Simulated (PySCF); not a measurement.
# Mo(24+), Mo(25+), Mo(26+): ionisation energies in even-tempered 18s12p5d4f

Aim: the ionisation energy of molybdenum from differences of total energies, at each level of theory, and how far each lands from the tabulated value where there is one.

Method: unrestricted determinants in a Gaussian basis, no spin-orbit coupling in the energies. Code: PySCF 2.14.0.

### 1 The system

* Element: molybdenum (Z = 42)
* Basis: an uncontracted even-tempered set (18 s from 2.9 bohr⁻², ratio 2.5; 12 p from 3.8 bohr⁻², ratio 2.5; 5 d from 19 bohr⁻², ratio 2.7; 4 f from 28 bohr⁻², ratio 2.7)
* Hamiltonian: scalar relativity by spin-free X2C-1e
* State 1: Mo(24+): [Ar], closed-shell 1S
* State 2: Mo(25+): [Ne] 3s2 3p5, 2P determinant
* State 3: Mo(26+): [Ne] 3s2 3p4, high-spin 3P determinant
* Needed too, but not shown: Mo(27+) [Ne] 3s2 3p3 (4S)
* Methods: UHF, LDA, PBE, PBE0, r2SCAN, M06-2X, M06-L, MP2
* Core shells frozen in the correlated runs: outer shells: 1s2 (for Mo(24+))

Outer shells as boxes (Hund's rule):

Mo24+ [Ar]
```
[Ne] core
3s [↑↓]
3p [↑↓][↑↓][↑↓]
```

Mo25+ [Ne] 3s2 3p5
```
[Ne] core
3s [↑↓]
3p [↑↓][↑↓][↑ ]
```

Mo26+ [Ne] 3s2 3p4
```
[Ne] core
3s [↑↓]
3p [↑↓][↑ ][↑ ]
```

The runs were made by one driver on top of PySCF. The scripts below sum up each run's settings (the driver also hands on starting orbitals that pick excited configurations, and frozen orbitals as a list rather than a count), and the logs come from the driver's own runs. The driver starts from symmetry-adapted Hartree-Fock orbitals, holds the occupation by maximum overlap and uses a logarithmic radial grid for functionals, so a plain start would take other cycles.

The integrals over 107 functions and the set-up took 0.22 s of CPU time.

### 2 Mo(24+): the ladder of methods

**UHF**

The input, input.py:

```python
from pyscf import gto, scf, dft, mp, cc
mol = gto.M(atom="Mo 0 0 0", charge=24, spin=0, symmetry="D2h",
            basis=gto.etbs([(0, 18, 2.9, 2.5), (1, 12, 3.8, 2.5), (2, 5, 19, 2.7), (3, 4, 28, 2.7)]),
            nucmod="G")
mf = scf.UHF(mol).sfx2c1e()
mf.irrep_nelec = {'Ag': (3, 3), 'B1u': (2, 2), 'B2u': (2, 2), 'B3u': (2, 2)}
mf.kernel()
```

The log of the run:

```text
damping factor = 0
level_shift factor = 0
DIIS = <class 'pyscf.scf.diis.CDIIS'>
diis_start_cycle = 1
diis_space = 10
diis_damp = 0
SCF conv_tol = 1e-09
SCF conv_tol_grad = None
number electrons alpha = 9  beta = 9
cycle= 1 E= -3684.11310091961  delta_E= 1.36e-12  |g|= 1.23e-07  |ddm|= 2.04e-07
converged SCF energy = -3684.11310091961  <S^2> = 3.5527137e-15  2S+1 = 1
```

It used 3 s of CPU time after the integrals (shared host).

Orbital energies by shell (radii are means over both spins):

| shell | electrons | mean orbital energy (eV) | spread (eV) | rms radius (bohr) |
| --- | --- | --- | --- | --- |
| 1s | 2 | -21155.0 | 0 | 0.0404 |
| 2s | 2 | -3945.3 | 0 | 0.164 |
| 2p | 6 | -3634.9 | 0 | 0.146 |
| 3s | 2 | -1381.5 | 0 | 0.411 |
| 3p | 6 | -1272.3 | 0 | 0.407 |

⟨S²⟩ = 0.000, ⟨L²⟩ = 0.00.

Spin-orbit constants on these orbitals (cm⁻¹; bare nucleus, screened nucleus, mean field): 2p 590000, 561900, 549500; 3p 126000, 120000, 117400.

**LDA**

input.py, as changed from the run before:

```diff
@@ -4,3 +4,3 @@
             nucmod="G")
-mf = scf.UHF(mol).sfx2c1e()
+mf = dft.UKS(mol, xc="LDA,VWN").sfx2c1e()
 mf.irrep_nelec = {'Ag': (3, 3), 'B1u': (2, 2), 'B2u': (2, 2), 'B3u': (2, 2)}
```

The log of the run:

```text
damping factor = 0
level_shift factor = 0
DIIS = <class 'pyscf.scf.diis.CDIIS'>
diis_start_cycle = 1
diis_space = 10
diis_damp = 0
SCF conv_tol = 1e-09
SCF conv_tol_grad = None
number electrons alpha = 9  beta = 9
XC functionals = LDA,VWN
    P. A. M. Dirac.,  Math. Proc. Cambridge Philos. Soc. 26, 376 (1930)
    F. Bloch.,  Z. Phys. 57, 545 (1929)
    S. H. Vosko, L. Wilk, and M. Nusair.,  Can. J. Phys. 58, 1200 (1980)
cycle= 1 E= -3680.21417448698  delta_E= -0.02  |g|= 0.0557  |ddm|= 0.0589
cycle= 2 E= -3680.21418400738  delta_E= -9.52e-06  |g|= 0.00467  |ddm|= 0.00118
cycle= 3 E= -3680.21418412996  delta_E= -1.23e-07  |g|= 0.000224  |ddm|= 0.000142
cycle= 4 E= -3680.21418413061  delta_E= -6.42e-10  |g|= 6.54e-06  |ddm|= 1.4e-05
converged SCF energy = -3680.21418413061  <S^2> = 0  2S+1 = 1
```

CPU time 0.45 s on a shared host, the integrals not counted.

**PBE**

input.py, as changed from the run before:

```diff
@@ -4,3 +4,3 @@
             nucmod="G")
-mf = dft.UKS(mol, xc="LDA,VWN").sfx2c1e()
+mf = dft.UKS(mol, xc="PBE").sfx2c1e()
 mf.irrep_nelec = {'Ag': (3, 3), 'B1u': (2, 2), 'B2u': (2, 2), 'B3u': (2, 2)}
```

The log of the run:

```text
damping factor = 0
level_shift factor = 0
DIIS = <class 'pyscf.scf.diis.CDIIS'>
diis_start_cycle = 1
diis_space = 10
diis_damp = 0
SCF conv_tol = 1e-09
SCF conv_tol_grad = None
number electrons alpha = 9  beta = 9
XC functionals = PBE
    J. P. Perdew, K. Burke, and M. Ernzerhof.,  Phys. Rev. Lett. 77, 3865 (1996)
    J. P. Perdew, K. Burke, and M. Ernzerhof.,  Phys. Rev. Lett. 78, 1396 (1997)
    J. P. Perdew, K. Burke, and M. Ernzerhof.,  Phys. Rev. Lett. 77, 3865 (1996)
    J. P. Perdew, K. Burke, and M. Ernzerhof.,  Phys. Rev. Lett. 78, 1396 (1997)
cycle= 1 E= -3684.79654863509  delta_E= -0.0112  |g|= 0.0149  |ddm|= 0.0463
cycle= 2 E= -3684.7965504512  delta_E= -1.82e-06  |g|= 0.000615  |ddm|= 0.00122
cycle= 3 E= -3684.79655045956  delta_E= -8.36e-09  |g|= 7.15e-05  |ddm|= 6.95e-05
cycle= 4 E= -3684.79655045963  delta_E= -7.14e-11  |g|= 4.97e-06  |ddm|= 5.09e-06
converged SCF energy = -3684.79655045963  <S^2> = 0  2S+1 = 1
```

It used 0.58 s of CPU time after the integrals (shared host).

**PBE0**

input.py, as changed from the run before:

```diff
@@ -4,3 +4,3 @@
             nucmod="G")
-mf = dft.UKS(mol, xc="PBE").sfx2c1e()
+mf = dft.UKS(mol, xc="PBE0").sfx2c1e()
 mf.irrep_nelec = {'Ag': (3, 3), 'B1u': (2, 2), 'B2u': (2, 2), 'B3u': (2, 2)}
```

The log of the run:

```text
damping factor = 0
level_shift factor = 0
DIIS = <class 'pyscf.scf.diis.CDIIS'>
diis_start_cycle = 1
diis_space = 10
diis_damp = 0
SCF conv_tol = 1e-09
SCF conv_tol_grad = None
number electrons alpha = 9  beta = 9
XC functionals = PBE0
    C. Adamo and V. Barone.,  J. Chem. Phys. 110, 6158 (1999)
    M. Ernzerhof and G. E. Scuseria.,  J. Chem. Phys. 110, 5029 (1999)
cycle= 1 E= -3684.83785920013  delta_E= -0.00616  |g|= 0.0128  |ddm|= 0.0348
cycle= 2 E= -3684.83786019438  delta_E= -9.94e-07  |g|= 0.000289  |ddm|= 0.00103
cycle= 3 E= -3684.83786019598  delta_E= -1.6e-09  |g|= 3.18e-05  |ddm|= 2.23e-05
cycle= 4 E= -3684.83786019599  delta_E= -1.36e-11  |g|= 2.93e-06  |ddm|= 2.34e-06
converged SCF energy = -3684.83786019599  <S^2> = -3.5527137e-15  2S+1 = 1
```

CPU time 1.2 s on a shared host, the integrals not counted.

**r2SCAN**

input.py, as changed from the run before:

```diff
@@ -4,3 +4,3 @@
             nucmod="G")
-mf = dft.UKS(mol, xc="PBE0").sfx2c1e()
+mf = dft.UKS(mol, xc="R2SCAN").sfx2c1e()
 mf.irrep_nelec = {'Ag': (3, 3), 'B1u': (2, 2), 'B2u': (2, 2), 'B3u': (2, 2)}
```

The log of the run:

```text
damping factor = 0
level_shift factor = 0
DIIS = <class 'pyscf.scf.diis.CDIIS'>
diis_start_cycle = 1
diis_space = 10
diis_damp = 0
SCF conv_tol = 1e-09
SCF conv_tol_grad = None
number electrons alpha = 9  beta = 9
XC functionals = R2SCAN
    J. W. Furness, A. D. Kaplan, J. Ning, J. P. Perdew, and J. Sun.,  J. Phys. Chem. Lett. 11, 8208-8215 (2020)
    J. W. Furness, A. D. Kaplan, J. Ning, J. P. Perdew, and J. Sun.,  J. Phys. Chem. Lett. 11, 9248-9248 (2020)
    J. W. Furness, A. D. Kaplan, J. Ning, J. P. Perdew, and J. Sun.,  J. Phys. Chem. Lett. 11, 8208-8215 (2020)
    J. W. Furness, A. D. Kaplan, J. Ning, J. P. Perdew, and J. Sun.,  J. Phys. Chem. Lett. 11, 9248-9248 (2020)
cycle= 1 E= -3685.09640092795  delta_E= -0.00545  |g|= 0.0114  |ddm|= 0.0381
cycle= 2 E= -3685.09640113936  delta_E= -2.11e-07  |g|= 0.000152  |ddm|= 0.000544
cycle= 3 E= -3685.09640113948  delta_E= -1.12e-10  |g|= 1.3e-05  |ddm|= 1.19e-05
converged SCF energy = -3685.09640113948  <S^2> = -7.1054274e-15  2S+1 = 1
```

It used 1.2 s of CPU time after the integrals (shared host).

**M06-2X**

input.py, as changed from the run before:

```diff
@@ -4,3 +4,3 @@
             nucmod="G")
-mf = dft.UKS(mol, xc="R2SCAN").sfx2c1e()
+mf = dft.UKS(mol, xc="M062X").sfx2c1e()
 mf.irrep_nelec = {'Ag': (3, 3), 'B1u': (2, 2), 'B2u': (2, 2), 'B3u': (2, 2)}
```

The log of the run:

```text
damping factor = 0
level_shift factor = 0
DIIS = <class 'pyscf.scf.diis.CDIIS'>
diis_start_cycle = 1
diis_space = 10
diis_damp = 0
SCF conv_tol = 1e-09
SCF conv_tol_grad = None
number electrons alpha = 9  beta = 9
XC functionals = M062X
    Y. Zhao and D. G. Truhlar.,  Theor. Chem. Acc. 120, 215 (2008)
    Y. Zhao and D. G. Truhlar.,  Theor. Chem. Acc. 120, 215 (2008)
cycle= 1 E= -3685.43392888295  delta_E= -0.0134  |g|= 0.106  |ddm|= 0.029
cycle= 2 E= -3685.43394080695  delta_E= -1.19e-05  |g|= 0.00361  |ddm|= 0.0027
cycle= 3 E= -3685.43394089394  delta_E= -8.7e-08  |g|= 0.000344  |ddm|= 0.000122
cycle= 4 E= -3685.43394089491  delta_E= -9.68e-10  |g|= 1e-05  |ddm|= 1.6e-05
converged SCF energy = -3685.43394089491  <S^2> = 1.7763568e-15  2S+1 = 1
```

CPU time 2.1 s on a shared host, the integrals not counted.

**M06-L**

input.py, as changed from the run before:

```diff
@@ -4,3 +4,3 @@
             nucmod="G")
-mf = dft.UKS(mol, xc="M062X").sfx2c1e()
+mf = dft.UKS(mol, xc="M06L").sfx2c1e()
 mf.irrep_nelec = {'Ag': (3, 3), 'B1u': (2, 2), 'B2u': (2, 2), 'B3u': (2, 2)}
```

The log of the run:

```text
damping factor = 0
level_shift factor = 0
DIIS = <class 'pyscf.scf.diis.CDIIS'>
diis_start_cycle = 1
diis_space = 10
diis_damp = 0
SCF conv_tol = 1e-09
SCF conv_tol_grad = None
number electrons alpha = 9  beta = 9
XC functionals = M06L
    Y. Zhao and D. G. Truhlar.,  J. Chem. Phys. 125, 194101 (2006)
    Y. Zhao and D. G. Truhlar.,  J. Chem. Phys. 125, 194101 (2006)
    Y. Zhao and D. G. Truhlar.,  Theor. Chem. Acc. 120, 215 (2008)
cycle= 1 E= -3685.08816179184  delta_E= -0.00855  |g|= 0.0772  |ddm|= 0.0925
cycle= 2 E= -3685.08816253816  delta_E= -7.46e-07  |g|= 0.00137  |ddm|= 0.000984
cycle= 3 E= -3685.08816254149  delta_E= -3.33e-09  |g|= 8.3e-05  |ddm|= 3.07e-05
cycle= 4 E= -3685.08816254153  delta_E= -4.32e-11  |g|= 6.98e-06  |ddm|= 3.35e-06
converged SCF energy = -3685.08816254153  <S^2> = 0  2S+1 = 1
```

CPU time 1.5 s on a shared host, the integrals not counted.

**MP2 (outer shells)**

input.py, as changed from the run before:

```diff
@@ -4,4 +4,5 @@
             nucmod="G")
-mf = dft.UKS(mol, xc="M06L").sfx2c1e()
+mf = scf.UHF(mol).sfx2c1e()
 mf.irrep_nelec = {'Ag': (3, 3), 'B1u': (2, 2), 'B2u': (2, 2), 'B3u': (2, 2)}
 mf.kernel()
+mp.UMP2(mf, frozen=1).kernel()
```

No log was kept for this step.

CPU time 1.1 s on a shared host, the integrals not counted.

With 16 electrons correlated, the MP2 correlation energy is -0.62010 hartree (-0.17536 same spin, -0.44475 opposite spin); the SCS form gives -0.59215. Largest pairs of shells: 2p-2p -0.1842, 3p-3p -0.1750, 2p-3p -0.1105, 2s-2p -0.0538, 3s-3p -0.0333.

Radial density 4πr²ρ of Mo(24+) at UHF, without picture-change correction:

| r (bohr) | density |
| --- | --- |
| 0.000525 | 0.384 |
| 0.000882 | 0.932 |
| 0.00148 | 2.22 |
| 0.00250 | 5.13 |
| 0.00420 | 11.3 |
| 0.00706 | 22.6 |
| 0.0119 | 39.0 |
| 0.0200 | 52.4 |
| 0.0336 | 50.3 |
| 0.0565 | 46.7 |
| 0.0951 | 63.5 |
| 0.160 | 41.7 |
| 0.269 | 23.9 |
| 0.453 | 19.3 |
| 0.761 | 0.965 |
| 1.28 | 0.00140 |

### 3 Mo(25+), method by method

**UHF**

The input, input.py:

```python
from pyscf import gto, scf, dft, mp, cc
mol = gto.M(atom="Mo 0 0 0", charge=25, spin=1, symmetry="D2h",
            basis=gto.etbs([(0, 18, 2.9, 2.5), (1, 12, 3.8, 2.5), (2, 5, 19, 2.7), (3, 4, 28, 2.7)]),
            nucmod="G")
mf = scf.UHF(mol).sfx2c1e()
mf.irrep_nelec = {'Ag': (3, 3), 'B1u': (2, 2), 'B2u': (2, 2), 'B3u': (2, 1)}
mf.kernel()
```

The log of the run:

```text
damping factor = 0
level_shift factor = 0
DIIS = <class 'pyscf.scf.diis.CDIIS'>
diis_start_cycle = 1
diis_space = 10
diis_damp = 0
SCF conv_tol = 1e-09
SCF conv_tol_grad = None
number electrons alpha = 9  beta = 8
cycle= 1 E= -3637.40282513867  delta_E= -0.00763  |g|= 0.0594  |ddm|= 0.0385
cycle= 2 E= -3637.40307134208  delta_E= -0.000246  |g|= 0.0118  |ddm|= 0.00714
cycle= 3 E= -3637.40308165373  delta_E= -1.03e-05  |g|= 0.000164  |ddm|= 0.00176
cycle= 4 E= -3637.40308165483  delta_E= -1.1e-09  |g|= 7.72e-06  |ddm|= 1.67e-05
cycle= 5 E= -3637.40308165483  delta_E= -1.36e-12  |g|= 8.77e-07  |ddm|= 8.06e-07
converged SCF energy = -3637.40308165483  <S^2> = 0.75105423  2S+1 = 2.001054
```

It used 3.4 s of CPU time after the integrals (shared host).

The occupied shells:

| shell | electrons | mean orbital energy (eV) | spread (eV) | rms radius (bohr) |
| --- | --- | --- | --- | --- |
| 1s α | 1 | -21245.0 | 0 | 0.0404 |
| 1s β | 1 | -21241.7 | 0 | 0.0404 |
| 2s α | 1 | -4023.9 | 0 | 0.164 |
| 2s β | 1 | -4021.7 | 0 | 0.164 |
| 2p α | 3 | -3715.5 | 5.034 | 0.146 |
| 2p β | 3 | -3711.3 | 3.949 | 0.146 |
| 3s α | 1 | -1443.9 | 0 | 0.408 |
| 3s β | 1 | -1429.9 | 0 | 0.408 |
| 3p α | 3 | -1335.4 | 8.440 | 0.402 |
| 3p β | 2 | -1329.0 | 0 | 0.402 |

⟨S²⟩ = 0.751, ⟨L²⟩ = 2.00.

Spin-orbit constants on these orbitals (cm⁻¹; bare nucleus, screened nucleus, mean field): 3p 129300, 123100, 120500. To first order in LS coupling the lowest level has J = 3/2 and lies 7.47 eV below the centre of the term.

Spin-orbit coupling, absent here, splits the open shell strongly.

**LDA**

input.py, as changed from the run before:

```diff
@@ -4,3 +4,3 @@
             nucmod="G")
-mf = scf.UHF(mol).sfx2c1e()
+mf = dft.UKS(mol, xc="LDA,VWN").sfx2c1e()
 mf.irrep_nelec = {'Ag': (3, 3), 'B1u': (2, 2), 'B2u': (2, 2), 'B3u': (2, 1)}
```

The log of the run:

```text
damping factor = 0
level_shift factor = 0
DIIS = <class 'pyscf.scf.diis.CDIIS'>
diis_start_cycle = 1
diis_space = 10
diis_damp = 0
SCF conv_tol = 1e-09
SCF conv_tol_grad = None
number electrons alpha = 9  beta = 8
XC functionals = LDA,VWN
    P. A. M. Dirac.,  Math. Proc. Cambridge Philos. Soc. 26, 376 (1930)
    F. Bloch.,  Z. Phys. 57, 545 (1929)
    S. H. Vosko, L. Wilk, and M. Nusair.,  Can. J. Phys. 58, 1200 (1980)
cycle= 1 E= -3633.45328954438  delta_E= -0.0225  |g|= 0.0593  |ddm|= 0.061
cycle= 2 E= -3633.45330816159  delta_E= -1.86e-05  |g|= 0.00508  |ddm|= 0.00188
cycle= 3 E= -3633.45330832973  delta_E= -1.68e-07  |g|= 0.000228  |ddm|= 0.000174
cycle= 4 E= -3633.45330833032  delta_E= -5.94e-10  |g|= 6.83e-06  |ddm|= 1.32e-05
converged SCF energy = -3633.45330833032  <S^2> = 0.75015106  2S+1 = 2.0001511
```

It used 0.46 s of CPU time after the integrals (shared host).

**PBE**

input.py, as changed from the run before:

```diff
@@ -4,3 +4,3 @@
             nucmod="G")
-mf = dft.UKS(mol, xc="LDA,VWN").sfx2c1e()
+mf = dft.UKS(mol, xc="PBE").sfx2c1e()
 mf.irrep_nelec = {'Ag': (3, 3), 'B1u': (2, 2), 'B2u': (2, 2), 'B3u': (2, 1)}
```

The log of the run:

```text
damping factor = 0
level_shift factor = 0
DIIS = <class 'pyscf.scf.diis.CDIIS'>
diis_start_cycle = 1
diis_space = 10
diis_damp = 0
SCF conv_tol = 1e-09
SCF conv_tol_grad = None
number electrons alpha = 9  beta = 8
XC functionals = PBE
    J. P. Perdew, K. Burke, and M. Ernzerhof.,  Phys. Rev. Lett. 77, 3865 (1996)
    J. P. Perdew, K. Burke, and M. Ernzerhof.,  Phys. Rev. Lett. 78, 1396 (1997)
    J. P. Perdew, K. Burke, and M. Ernzerhof.,  Phys. Rev. Lett. 77, 3865 (1996)
    J. P. Perdew, K. Burke, and M. Ernzerhof.,  Phys. Rev. Lett. 78, 1396 (1997)
cycle= 1 E= -3638.03596097102  delta_E= -0.0145  |g|= 0.0244  |ddm|= 0.0518
cycle= 2 E= -3638.0359704048  delta_E= -9.43e-06  |g|= 0.00113  |ddm|= 0.00172
cycle= 3 E= -3638.03597042573  delta_E= -2.09e-08  |g|= 4.98e-05  |ddm|= 6.92e-05
cycle= 4 E= -3638.03597042579  delta_E= -6.59e-11  |g|= 5.59e-07  |ddm|= 4.11e-06
converged SCF energy = -3638.03597042579  <S^2> = 0.75028425  2S+1 = 2.0002842
```

CPU time 0.59 s on a shared host, the integrals not counted.

**PBE0**

input.py, as changed from the run before:

```diff
@@ -4,3 +4,3 @@
             nucmod="G")
-mf = dft.UKS(mol, xc="PBE").sfx2c1e()
+mf = dft.UKS(mol, xc="PBE0").sfx2c1e()
 mf.irrep_nelec = {'Ag': (3, 3), 'B1u': (2, 2), 'B2u': (2, 2), 'B3u': (2, 1)}
```

The log of the run:

```text
damping factor = 0
level_shift factor = 0
DIIS = <class 'pyscf.scf.diis.CDIIS'>
diis_start_cycle = 1
diis_space = 10
diis_damp = 0
SCF conv_tol = 1e-09
SCF conv_tol_grad = None
number electrons alpha = 9  beta = 8
XC functionals = PBE0
    C. Adamo and V. Barone.,  J. Chem. Phys. 110, 6158 (1999)
    M. Ernzerhof and G. E. Scuseria.,  J. Chem. Phys. 110, 5029 (1999)
cycle= 1 E= -3638.07118321864  delta_E= -0.0102  |g|= 0.0256  |ddm|= 0.044
cycle= 2 E= -3638.07120612202  delta_E= -2.29e-05  |g|= 0.00188  |ddm|= 0.00251
cycle= 3 E= -3638.07120630384  delta_E= -1.82e-07  |g|= 9.51e-05  |ddm|= 0.000226
cycle= 4 E= -3638.07120630424  delta_E= -3.97e-10  |g|= 3.6e-06  |ddm|= 1.1e-05
converged SCF energy = -3638.07120630424  <S^2> = 0.75042961  2S+1 = 2.0004296
```

It used 1.2 s of CPU time after the integrals (shared host).

**r2SCAN**

input.py, as changed from the run before:

```diff
@@ -4,3 +4,3 @@
             nucmod="G")
-mf = dft.UKS(mol, xc="PBE0").sfx2c1e()
+mf = dft.UKS(mol, xc="R2SCAN").sfx2c1e()
 mf.irrep_nelec = {'Ag': (3, 3), 'B1u': (2, 2), 'B2u': (2, 2), 'B3u': (2, 1)}
```

The log of the run:

```text
damping factor = 0
level_shift factor = 0
DIIS = <class 'pyscf.scf.diis.CDIIS'>
diis_start_cycle = 1
diis_space = 10
diis_damp = 0
SCF conv_tol = 1e-09
SCF conv_tol_grad = None
number electrons alpha = 9  beta = 8
XC functionals = R2SCAN
    J. W. Furness, A. D. Kaplan, J. Ning, J. P. Perdew, and J. Sun.,  J. Phys. Chem. Lett. 11, 8208-8215 (2020)
    J. W. Furness, A. D. Kaplan, J. Ning, J. P. Perdew, and J. Sun.,  J. Phys. Chem. Lett. 11, 9248-9248 (2020)
    J. W. Furness, A. D. Kaplan, J. Ning, J. P. Perdew, and J. Sun.,  J. Phys. Chem. Lett. 11, 8208-8215 (2020)
    J. W. Furness, A. D. Kaplan, J. Ning, J. P. Perdew, and J. Sun.,  J. Phys. Chem. Lett. 11, 9248-9248 (2020)
cycle= 1 E= -3638.31161435539  delta_E= -0.0104  |g|= 0.0288  |ddm|= 0.0513
cycle= 2 E= -3638.31163467159  delta_E= -2.03e-05  |g|= 0.00185  |ddm|= 0.00223
cycle= 3 E= -3638.31163477288  delta_E= -1.01e-07  |g|= 8.22e-05  |ddm|= 0.000163
cycle= 4 E= -3638.311634773  delta_E= -1.18e-10  |g|= 6.47e-06  |ddm|= 5.18e-06
converged SCF energy = -3638.311634773  <S^2> = 0.75061514  2S+1 = 2.000615
```

It used 1.5 s of CPU time after the integrals (shared host).

**M06-2X**

input.py, as changed from the run before:

```diff
@@ -4,3 +4,3 @@
             nucmod="G")
-mf = dft.UKS(mol, xc="R2SCAN").sfx2c1e()
+mf = dft.UKS(mol, xc="M062X").sfx2c1e()
 mf.irrep_nelec = {'Ag': (3, 3), 'B1u': (2, 2), 'B2u': (2, 2), 'B3u': (2, 1)}
```

The log of the run:

```text
damping factor = 0
level_shift factor = 0
DIIS = <class 'pyscf.scf.diis.CDIIS'>
diis_start_cycle = 1
diis_space = 10
diis_damp = 0
SCF conv_tol = 1e-09
SCF conv_tol_grad = None
number electrons alpha = 9  beta = 8
XC functionals = M062X
    Y. Zhao and D. G. Truhlar.,  Theor. Chem. Acc. 120, 215 (2008)
    Y. Zhao and D. G. Truhlar.,  Theor. Chem. Acc. 120, 215 (2008)
cycle= 1 E= -3638.65661460551  delta_E= -0.0173  |g|= 0.109  |ddm|= 0.0417
cycle= 2 E= -3638.65667590823  delta_E= -6.13e-05  |g|= 0.00471  |ddm|= 0.00424
cycle= 3 E= -3638.65667677667  delta_E= -8.68e-07  |g|= 0.000525  |ddm|= 0.000454
cycle= 4 E= -3638.65667679024  delta_E= -1.36e-08  |g|= 5.08e-05  |ddm|= 6.05e-05
cycle= 5 E= -3638.65667679034  delta_E= -9.78e-11  |g|= 1.11e-06  |ddm|= 5.28e-06
converged SCF energy = -3638.65667679034  <S^2> = 0.75052749  2S+1 = 2.0005274
```

It used 2.5 s of CPU time after the integrals (shared host).

**M06-L**

input.py, as changed from the run before:

```diff
@@ -4,3 +4,3 @@
             nucmod="G")
-mf = dft.UKS(mol, xc="M062X").sfx2c1e()
+mf = dft.UKS(mol, xc="M06L").sfx2c1e()
 mf.irrep_nelec = {'Ag': (3, 3), 'B1u': (2, 2), 'B2u': (2, 2), 'B3u': (2, 1)}
```

The log of the run:

```text
damping factor = 0
level_shift factor = 0
DIIS = <class 'pyscf.scf.diis.CDIIS'>
diis_start_cycle = 1
diis_space = 10
diis_damp = 0
SCF conv_tol = 1e-09
SCF conv_tol_grad = None
number electrons alpha = 9  beta = 8
XC functionals = M06L
    Y. Zhao and D. G. Truhlar.,  J. Chem. Phys. 125, 194101 (2006)
    Y. Zhao and D. G. Truhlar.,  J. Chem. Phys. 125, 194101 (2006)
    Y. Zhao and D. G. Truhlar.,  Theor. Chem. Acc. 120, 215 (2008)
cycle= 1 E= -3638.30206625536  delta_E= -0.0127  |g|= 0.0813  |ddm|= 0.094
cycle= 2 E= -3638.30208201912  delta_E= -1.58e-05  |g|= 0.00227  |ddm|= 0.00193
cycle= 3 E= -3638.3020820956  delta_E= -7.65e-08  |g|= 0.000162  |ddm|= 0.000135
cycle= 4 E= -3638.30208209605  delta_E= -4.47e-10  |g|= 1.49e-05  |ddm|= 1.01e-05
converged SCF energy = -3638.30208209605  <S^2> = 0.75054895  2S+1 = 2.0005489
```

It used 1.5 s of CPU time after the integrals (shared host).

**MP2 (outer shells)**

input.py, as changed from the run before:

```diff
@@ -4,4 +4,5 @@
             nucmod="G")
-mf = dft.UKS(mol, xc="M06L").sfx2c1e()
+mf = scf.UHF(mol).sfx2c1e()
 mf.irrep_nelec = {'Ag': (3, 3), 'B1u': (2, 2), 'B2u': (2, 2), 'B3u': (2, 1)}
 mf.kernel()
+mp.UMP2(mf, frozen=1).kernel()
```

No log was kept for this step.

It used 1.1 s of CPU time after the integrals (shared host).

With 15 electrons correlated, the MP2 correlation energy is -0.58526 hartree (-0.16097 same spin, -0.42429 opposite spin); the SCS form gives -0.56281. Largest pairs of shells: 2p-2p -0.1877, 3p-3p -0.1226, 2p-3p -0.0963, 3s-3p -0.0565, 2s-2p -0.0549.

Radial density 4πr²ρ of Mo(25+) at UHF, without picture-change correction:

| r (bohr) | density | spin density |
| --- | --- | --- |
| 0.000525 | 0.384 | 0.000 |
| 0.000882 | 0.933 | 0.000 |
| 0.00148 | 2.22 | 0.000 |
| 0.00250 | 5.14 | 0.000 |
| 0.00420 | 11.3 | 0.001 |
| 0.00706 | 22.6 | 0.003 |
| 0.0119 | 39.0 | 0.017 |
| 0.0200 | 52.4 | 0.083 |
| 0.0336 | 50.0 | 0.342 |
| 0.0565 | 46.0 | 0.935 |
| 0.0951 | 62.7 | 1.049 |
| 0.160 | 41.7 | -0.016 |
| 0.269 | 22.0 | 2.370 |
| 0.453 | 16.8 | 2.333 |
| 0.761 | 0.760 | 0.105 |
| 1.28 | 0.00104 | 0.000 |

[end of part 1 of 2]
